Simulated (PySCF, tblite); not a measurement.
**C2H5BF4Si: geometry, infrared bands and NMR shifts**

What infrared bands and NMR shifts should C2H5BF4Si (`FB[SiH2]CC(F)(F)F`) show?

The runs use tblite 0.8.0 and PySCF 2.14.0, with density-fitted response routines of our own; the level of theory stands in each step. All values are computed, except where a source is named. Atoms count from 0, in the outputs and in this text.

### Step 1. Starting geometry

13 atoms, charge 0, multiplicity 1; geometry from: force field or distance geometry start.

Bonds of the start (Å): F0–B1 1.45, B1–Si2 1.97, Si2–C3 1.85, C3–C4 1.50, C4–F5 1.40, C4–F6 1.39, C4–F7 1.38, B1–H8 1.21, Si2–H9 1.45, Si2–H10 1.49, C3–H11 1.12, C3–H12 1.09.

### Step 2. Geometry optimisation with GFN2-xTB

What the job is given:

```
{"job": {"kind": "relax", "xc": "GFN2-xTB", "basis": "xTB"}, "charge": 0, "multiplicity": 1}
F     -1.833300     1.628900    -0.811700
B     -1.713900     1.025000     0.503000
Si    -0.993300    -0.803900     0.513900
C      0.541600    -0.777800    -0.515400
C      1.454100     0.371300    -0.201200
F      2.559200     0.245300    -1.049200
F      0.862400     1.581800    -0.538200
F      1.931200     0.379600     1.098700
H     -1.248600     1.758900     1.341500
H     -0.845500    -1.351200     1.844800
H     -2.002500    -1.603800    -0.242100
H      1.053100    -1.762300    -0.401100
H      0.231300    -0.691400    -1.560800
```

Run with:

```
OMP_NUM_THREADS=1 python probes_run.py task.json out
```

This one command runs all jobs of the session in turn.

**Question.** This job is followed by: GFN2-xTB harmonic vibrations, gas phase; GIAO PBE0/pcSseg-1 NMR shielding, non-relativistic, gas phase. What will the session give for the following? strongest single infrared mode (GFN2-xTB); zero-point energy (GFN2-xTB); 13C shifts against TMS (PBE0/pcSseg-1); 1H shifts against TMS (PBE0/pcSseg-1, means over atoms taken as alike); 19F shifts against CFCl3 (PBE0/pcSseg-1, means over atoms taken as alike); 11B shifts against BF3·OEt2 (PBE0/pcSseg-1); 29Si shifts against TMS (PBE0/pcSseg-1).

As calculated:

| quantity | value |
| --- | --- |
| strongest single infrared mode (GFN2-xTB) | 2222 cm⁻¹, 366 km/mol |
| zero-point energy (GFN2-xTB) | 44.9 kcal/mol |
| 13C shifts against TMS (PBE0/pcSseg-1) | 137.9, 20.3 ppm |
| 1H shifts against TMS (PBE0/pcSseg-1, means over atoms taken as alike) | 6.46, 3.79, 1.79 ppm |
| 19F shifts against CFCl3 (PBE0/pcSseg-1, means over atoms taken as alike) | 59.7, -73.7 ppm |
| 11B shifts against BF3·OEt2 (PBE0/pcSseg-1) | 70.7 ppm |
| 29Si shifts against TMS (PBE0/pcSseg-1) | -91.6 ppm |

In words: The optimisation took 66 steps and gained 1.103 eV; among the close pairs (by a distance rule), F0–B1 changed most, from 1.452 to 1.313 Å. All 33 modes are real, so the xTB geometry is a minimum. The strongest single mode, at 2222 cm⁻¹, moves mainly H10. GFN2-xTB is a fitted tight-binding method: band positions and strengths are rough. Its intensities can rank the bands wrongly. At PBE0/pcSseg-1: The largest span, 705 ppm, is at F0, where the paramagnetic term is -355 ppm.
